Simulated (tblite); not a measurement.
# C2H12OSSi3: the cost of one run

Programs: PySCF 2.14.0 with density-fitted response routines of our own, and tblite 0.8.0. All values are computed, except where a source is named. Atoms count from 0 throughout.

## Step 1: The starting structure

19 atoms, charge 0, multiplicity 1; geometry from: MMFF94s geometry. This is the first candidate.

Bonds of the start (Å): C0–H7 1.10, C0–H8 1.09, C0–H9 1.08, C0–Si1 1.85, C5–H15 1.08, C5–H16 1.09, C5–H17 1.09, O3–Si4 1.66, S6–H18 1.35, Si1–H10 1.50, Si1–O3 1.66, Si1–Si2 2.34, Si2–H11 1.48, Si2–H12 1.50, Si2–H13 1.49, Si4–C5 1.85, Si4–H14 1.47, Si4–S6 2.14.

## Step 2: GFN2-xTB relaxation, isomer A, conformer 1

The job: settings as JSON, then the geometry in Å.

```
{"job": {"xc": "GFN2-xTB", "basis": "xTB", "kind": "relax"}, "charge": 0, "multiplicity": 1}
C      2.401100    -0.404200    -1.653500
Si     1.314500    -0.579100    -0.162000
Si     2.205700     0.768700     1.532900
O     -0.273300    -0.218400    -0.479100
Si    -1.734700    -0.119200     0.309800
C     -3.178600    -0.458700    -0.801300
S     -1.909400     1.879000     1.063400
H      2.393500     0.633100    -2.019300
H      2.044700    -1.050500    -2.461500
H      3.425500    -0.677800    -1.433100
H      1.373400    -2.000800     0.298000
H      3.592900     0.357500     1.823200
H      1.387800     0.631400     2.784200
H      2.211400     2.195200     1.096200
H     -1.747800    -1.034100     1.461200
H     -3.203500     0.233900    -1.634900
H     -3.126000    -1.471100    -1.198900
H     -4.122200    -0.366200    -0.259300
H     -3.064800     1.690800     1.726400
```

Started as:

```sh
$ OMP_NUM_THREADS=1 python ens_run.py task.json out
```

One launch serves the whole session.

Q: Estimate the wall time of this first job on 1 thread of AMD EPYC 7B13, shared host.

About 2.7 s.
